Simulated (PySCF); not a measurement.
# H12O6Ti ([Ti(H2O)6]2+): the cost of one run

Computed with PySCF 2.14.0 and routines of our own; the level stands in each step. Atoms count from 0.

### Step 1. The starting structure

19 atoms, charge 2, states of the metal's open shell are computed; geometry from: model geometry, bond lengths from ionic radii.

### Step 2. Ligand-field states: state-averaged CASSCF

What the job is given:

```
{"job": {"kind": "lf", "basis": {"metal": "x2c-TZVPall", "ligand": "x2c-SVPall"}, "nevpt": true}, "charge": 2, "metal": "Ti", "open_shell": "d2"}
Ti     0.000000     0.000000     0.000000
O      0.000000     0.000000     2.220000
H      0.775000     0.000000     2.795000
H     -0.775000     0.000000     2.795000
O      0.000000     0.000000    -2.220000
H      0.775000     0.000000    -2.795000
H     -0.775000     0.000000    -2.795000
O      2.220000     0.000000     0.000000
H      2.795000     0.775000     0.000000
H      2.795000    -0.775000     0.000000
O     -2.220000     0.000000     0.000000
H     -2.795000     0.775000     0.000000
H     -2.795000    -0.775000     0.000000
O      0.000000     2.220000     0.000000
H      0.000000     2.795000     0.775000
H      0.000000     2.795000    -0.775000
O     -0.000000    -2.220000     0.000000
H     -0.000000    -2.795000     0.775000
H     -0.000000    -2.795000    -0.775000
```

Level: state-averaged CASSCF of the metal d shell, SC-NEVPT2 on the averaged canonical orbitals, state-interaction spin-orbit coupling.

Run with:

```sh
$ OMP_NUM_THREADS=1 python lf_run.py task.json out
```

The driver reads the jobs from task.json and runs them one after another.

Q: Estimate the wall time and peak memory of this first job on 1 thread of Arm Neoverse V1, shared host.

About 16 s, with a peak of 0.47 GiB.
